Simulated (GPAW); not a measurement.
As2Se:

```
CELL_PARAMETERS angstrom
-3.52942 3.52942 2.65357
3.52942 -3.52942 2.65357
3.52942 3.52942 -2.65357
ATOMIC_POSITIONS crystal
Se 0.25000 0.75000 0.50000
Se 0.50000 0.50000 0.00000
As 0.87500 0.12500 0.25000
As 0.87500 0.62500 0.75000
As 0.37500 0.12500 0.25000
As 0.87500 0.12500 0.75000
```

The cell comes from a database or a generator and needn't be the stable form of this composition.

Base run:

```yaml
Program: GPAW 26.7.0
Functional: PBE
Potentials_or_basis: GPAW PAW data sets (gpaw-data 1.2.1)
Cutoff: 600 eV
Basis: pw
k_mesh: 5 × 5 × 5
Occupations: fermi-dirac, width 0.05 eV
Spin: no spin polarisation
```

Its results: pressure 0.2 GPa.

Task: The run is repeated on the same cell with these changes: functional from PBE to r2SCAN. What comes out?

Result: Pressure -1.4 GPa.

Caveats: the PAW data sets were made with another functional, which shifts forces and pressure a little (some runs).

Not every run made on this cell is shown here.
